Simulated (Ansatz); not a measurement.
Geometry optimisation, DFT PBE, scalar-relativistic, plane waves, PAW (Ansatz 0.2.0).

Input file:

```yaml
crystal:
  lattice:
    - [0.0, 5.43, 5.43]
    - [5.43, 0.0, 5.43]
    - [5.43, 5.43, 0.0]
  atoms:
    - { symbol: Si, position: [0.0, 0.0, 0.0] }
    - { symbol: Si, position: [0.125, 0.125, 0.125] }
    - { symbol: Si, position: [0.0, 0.0, 0.5] }
    - { symbol: Si, position: [0.125, 0.125, 0.625] }
    - { symbol: Si, position: [0.0, 0.5, 0.0] }
    - { symbol: Si, position: [0.125, 0.625, 0.125] }
    - { symbol: Si, position: [0.0, 0.5, 0.5] }
    - { symbol: Si, position: [0.125, 0.625, 0.625] }
    - { symbol: Si, position: [0.5, 0.0, 0.0] }
    - { symbol: Si, position: [0.625, 0.125, 0.125] }
    - { symbol: Si, position: [0.5, 0.0, 0.5] }
    - { symbol: Si, position: [0.625, 0.125, 0.625] }
    - { symbol: Si, position: [0.5, 0.5, 0.0] }
    - { symbol: Si, position: [0.625, 0.625, 0.125] }
    - { symbol: Si, position: [0.5, 0.5, 0.5] }
    - { symbol: Si, position: [0.625, 0.625, 0.625] }
    - { symbol: B, position: [0.81380327, 0.57030667, 0.81077159], spin: 1.0 }
magnetization:
  spin_polarized: true
basis:
  ecutwfc: 420.0
kpoints:
  mp_grid: { grid: [2, 2, 2] }
hamiltonian:
  xc: pbe
  pseudopotentials: { kind: paw, azcp: { folder: soft_1 } }
scf:
  occupations: { method: gaussian, width: 0.02 }
  lower_state_search: "off"
relax:
  f_tol: 0.03
  max_steps: 60
  adjacent_minimum: "off"
```

Run as:

```bash
$ ansatz run input.yaml --threads 2 --pin off --max-ram 5120MiB --backend cpu --events-out ev --progress --plain --runs-dir out
```

**Question.** Where does it end, and by what steps?

**Answer.** The forces met the threshold. After 3 steps the energy has fallen by 0.146 eV; Si8 moved furthest, 0.05 Å.

```
step  energy less start (eV)  largest force component (eV/Å)  accepted
   0                  0.0000                           0.533       yes
   1                 -0.1373                           0.120       yes
   2                 -0.1431                           0.045       yes
   3                 -0.1463                           0.015       yes
```

```xyz
17
Lattice="0.0000 5.4300 5.4300 5.4300 0.0000 5.4300 5.4300 5.4300 0.0000" Properties=species:S:1:pos:R:3
Si 0.014 -0.012 0.015
Si 1.345 1.369 1.347
Si 2.731 2.703 0.015
Si 4.064 4.087 1.348
Si 2.679 0.006 2.679
Si 4.091 1.339 4.091
Si 5.425 2.750 2.681
Si 6.825 4.035 4.082
Si 0.013 2.703 2.732
Si 1.346 4.087 4.066
Si 2.730 5.421 2.732
Si 4.060 6.802 4.062
Si 2.680 2.750 5.425
Si 4.082 4.035 6.826
Si 5.413 5.448 5.414
Si 6.825 6.780 6.825
B 7.476 8.818 7.477
```

Whether the end is a true minimum wasn't checked by a vibrational analysis.

Run time: 30 s on 2 threads of Arm Neoverse V2, on a shared host, peak memory 0.68 GiB.
